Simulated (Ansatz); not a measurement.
# CH8BClSi2: the cost of one run

Program: Ansatz 0.2.0. Level of theory: RKS BHLYP-D4/def2-SVP. These are calculated values, not measurements.

1 further run of the same task is left out (it didn't finish).

## 1. The system as given

Bond lengths: B1–Si2 1.953 Å, Si2–Si3 2.215 Å, Si3–C4 1.892 Å, Si3–Cl5 2.118 Å, B1–H6 1.240 Å, B1–H7 1.148 Å, Si2–H8 1.424 Å, Si2–H9 1.457 Å, Si3–H10 1.427 Å, C4–H11 1.047 Å, C4–H12 1.160 Å, C4–H13 1.070 Å. Angles (14 of 21 angles, heavy atoms first): B1–Si2–Si3 108.1°, Si2–Si3–C4 110.8°, Si2–Si3–Cl5 109.7°, C4–Si3–Cl5 105.7°, B1–Si2–H8 109.8°, B1–Si2–H9 109.2°, Si3–Si2–H8 108.8°, Si3–Si2–H9 110.3°, Si2–B1–H6 116.2°, Si2–B1–H7 122.9°, Si2–Si3–H10 111.3°, C4–Si3–H10 110.1°, Cl5–Si3–H10 109.2°, Si3–C4–H11 112.7°.

Coordinates:

```xyz
13

B    -0.4714    1.5787    1.4781
Si   -1.1631    0.9097   -0.2216
Si    0.3936   -0.3696   -1.1405
C     0.9028   -1.7594    0.0377
Cl    2.1468    0.7704   -1.4749
H    -1.2133    2.3472    2.1075
H     0.5895    1.3504    1.8539
H    -2.3276    0.1231    0.0064
H    -1.4693    2.0381   -1.0918
H    -0.0524   -0.9178   -2.3798
H     1.6040   -2.4115   -0.3868
H    -0.0649   -2.3656    0.2394
H     1.1459   -1.3285    0.9870
```

## 2. Relaxing end A

input.yaml

```yaml
crystal:
  periodic: [false, false, false]
  atoms:
    - { symbol: B, position_ang: [-0.4714, 1.5787, 1.4781] }
    - { symbol: Si, position_ang: [-1.1631, 0.9097, -0.2216] }
    - { symbol: Si, position_ang: [0.3936, -0.3696, -1.1405] }
    - { symbol: C, position_ang: [0.9028, -1.7594, 0.0377] }
    - { symbol: Cl, position_ang: [2.1468, 0.7704, -1.4749] }
    - { symbol: H, position_ang: [-1.2133, 2.3472, 2.1075] }
    - { symbol: H, position_ang: [0.5895, 1.3504, 1.8539] }
    - { symbol: H, position_ang: [-2.3276, 0.1231, 0.0064] }
    - { symbol: H, position_ang: [-1.4693, 2.0381, -1.0918] }
    - { symbol: H, position_ang: [-0.0524, -0.9178, -2.3798] }
    - { symbol: H, position_ang: [1.604, -2.4115, -0.3868] }
    - { symbol: H, position_ang: [-0.0649, -2.3656, 0.2394] }
    - { symbol: H, position_ang: [1.1459, -1.3285, 0.987] }
basis:
  gaussian: { orbitals: def2-SVP }
hamiltonian:
  xc: { name: BHLYP }
  dispersion: d4
relax:
  f_tol: 0.015
  max_steps: 40
```

Run with:

```sh
$ ansatz run input.yaml --threads 2 --pin off --max-ram 3072MiB --backend cpu --events-out ev --progress --plain --runs-dir out
```

What time and memory should one allow on 2 threads of Arm Neoverse V1, shared host?

About 2.8 min, with a peak of 0.3 GiB.
